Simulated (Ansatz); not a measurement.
I need a comparison of enthalpies under pressure of two structures of Tl. Use Ansatz 0.2.0, Python API. Settings (first run): r2SCAN, norm-conserving potentials, the default cutoff (820 eV here), 6×6×6 k-points, Fermi-Dirac smearing of 0.05 eV.

The script, `transition_tl.py`:
```python
import logging
import sys
import warnings

import ansatz as az
import numpy as np

logging.basicConfig(stream=sys.stdout, format='%(name)s: %(message)s')
logger = logging.getLogger('calc')
logger.setLevel(logging.INFO)


def bcc(a_site, a):
    return az.Crystal.bcc(a_site, a=a)


def diamond(a_site, a):
    return (
        az.Lattice.fcc(a)
        .space_group(227, origin_choice=1)
        .atom(a_site, (0, 0, 0))
        .primitive()
    )


def compute(name, crystal, pressure=0.0):
    calc = (
        crystal.calculation()
        .functional(az.Functional.R2SCAN)
        .pseudopotentials('nc')
        .accuracy('low')
        .eigensolver('davidson', mixed_precision=False)
        .initial_density(normalization='cell')
        .scf(lower_state_search='standard')
        .kpoints(spacing=0.39)
        .occupations('fermi_dirac', width=0.05)
    )
    calc = calc.relax(force_tolerance=0.02, max_steps=60, cell=True, pressure=pressure)
    return calc.run(threads=1)


def volume_per_atom(outcome):
    return abs(np.linalg.det(outcome.lattice.cell_ang)) / len(outcome.lattice.sites)

warnings.simplefilter('ignore', az.DeckWarning)

phases = {}
phases['bcc'] = bcc('Tl', 3.85)
phases['diamond'] = diamond('Tl', 6.67)

pressures = [0, 5, 10, 20]
enthalpy, volume = {name: [] for name in phases}, {name: [] for name in phases}
for p in pressures:
    for name, crystal in phases.items():
        o = compute(name, crystal, pressure=p)
        volume[name].append(volume_per_atom(o))
        enthalpy[name].append(o.report['energy_sigma0_ev'] / len(o.lattice.sites) + p * volume[name][-1] / 160.21766)
gap = np.array(enthalpy['diamond']) - np.array(enthalpy['bcc'])
rows = [(p, va, vb, 1000 * d) for p, va, vb, d in zip(pressures, volume['bcc'], volume['diamond'], gap)]
logger.info('   P (GPa)  V bcc (A^3/atom)  V diamond (A^3/atom)  H(diamond) - H(bcc) (meV/atom)')
for row in rows:
    logger.info(f'{row[0]:10d}  {row[1]:16.3f}  {row[2]:20.3f}  {row[3]:+30.1f}')
crossings = [p0 - g0 * (p1 - p0) / (g1 - g0) for p0, p1, g0, g1 in zip(pressures, pressures[1:], gap, gap[1:]) if g0 * g1 < 0]
print('crossing near', [round(float(p), 1) for p in crossings], 'GPa') if crossings else print('no crossing in this range')
```

```console
$ python transition_tl.py
calc:    P (GPa)  V bcc (A^3/atom)  V diamond (A^3/atom)  H(diamond) - H(bcc) (meV/atom)
calc:          0            30.141                41.897                          +375.4
calc:          5            26.885                35.148                          +674.6
calc:         10            24.882                32.079                          +914.0
calc:         20            22.359                28.559                         +1329.8
no crossing in this range
```

The settings weren't tested for convergence. Such functionals run on norm-conserving files made under PBE, which can move pressures by some GPa. At a fixed pressure a relaxation lowers the enthalpy F + PV, while F alone can rise. For the metals among these phases the mesh is modest: differences between phases can be off by up to 40 meV an atom. Spin-orbit coupling, which matters for elements this heavy, is left out. Only these two structures are compared, at zero temperature and with their symmetry kept; either may be hypothetical, and another phase may be lower than both. Differences under about 40 meV an atom lie within the error of mesh and functional. The cells are prototypes set up for this calculation and needn't exist. The script silences the warnings on its input, which a real study should read. The whole script took 2.6 min on 1 thread of Arm Neoverse V1 (shared host), peak memory 0.66 GiB.
